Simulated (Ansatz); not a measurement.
# CH7GaN: the cost of one run

All numbers below are computed with Ansatz 0.2.0 (UKS PBE0-D4/def2-SVP).

### 1 The structure to begin with

Bond lengths: Ga1–H2 1.820 Å, Ga1–N3 1.930 Å, N3–H4 1.060 Å, N3–H5 1.060 Å, Ga1–C6 1.980 Å, C6–H7 1.110 Å, C6–H8 1.110 Å, C6–H9 1.110 Å. Angles: H2–Ga1–N3 120.0°, H2–Ga1–C6 120.0°, N3–Ga1–C6 120.0°, Ga1–N3–H4 120.0°, Ga1–N3–H5 120.0°, H4–N3–H5 120.0°, Ga1–C6–H7 109.5°, Ga1–C6–H8 109.5°, Ga1–C6–H9 109.5°, H7–C6–H8 109.4°, H7–C6–H9 109.4°, H8–C6–H9 109.4°.

As a file:

```xyz
10

Ga    0.0000    0.0000    0.0000
H     0.0000    0.0000    1.8200
N     1.6714    0.0000   -0.9650
H     2.1380   -0.9179   -1.2168
H     2.1227    0.9179   -1.2432
C    -1.7147    0.0000   -0.9900
H    -2.2748   -0.9305   -0.7608
H    -2.3188    0.8797   -0.6846
H    -1.5130    0.0508   -2.0803
H     0.0000    0.0000    2.7800
```

### 2 A restrained relaxation towards end A

Springs on the bonds that form and break draw the guess towards this end; the thresholds are loose.

Input file input.yaml:

```yaml
crystal:
  periodic: [false, false, false]
  atoms:
    - { symbol: Ga, position_ang: [0.0, 0.0, 0.0] }
    - { symbol: H, position_ang: [0.0, 0.0, 1.82] }
    - { symbol: "N", position_ang: [1.6714, 0.0, -0.965] }
    - { symbol: H, position_ang: [2.138, -0.9179, -1.2168] }
    - { symbol: H, position_ang: [2.1227, 0.9179, -1.2432] }
    - { symbol: C, position_ang: [-1.7147, 0.0, -0.99] }
    - { symbol: H, position_ang: [-2.2748, -0.9305, -0.7608] }
    - { symbol: H, position_ang: [-2.3188, 0.8797, -0.6846] }
    - { symbol: H, position_ang: [-1.513, 0.0508, -2.0803] }
    - { symbol: H, position_ang: [0.0, 0.0, 2.78] }
magnetization:
  spin_polarized: true
  initial_magnetization: 1
basis:
  gaussian: { orbitals: def2-SVP }
hamiltonian:
  xc: pbe0
  dispersion: d4
relax:
  f_tol: 0.15
  max_steps: 25
  restrain:
    - { distance: [1, 9], at: 1.86, k: 30.0 }
    - { distance: [0, 1], at: 1.57, k: 30.0 }
```

Started as:

```console
ansatz run input.yaml --threads 4 --pin off --max-ram 5120MiB --backend cpu --events-out ev --progress --plain --runs-dir out
```

**Question.** How long does this run take on 4 threads of Arm Neoverse V1, shared host, and how much memory does it need?

About 27 s, with a peak of 0.28 GiB.
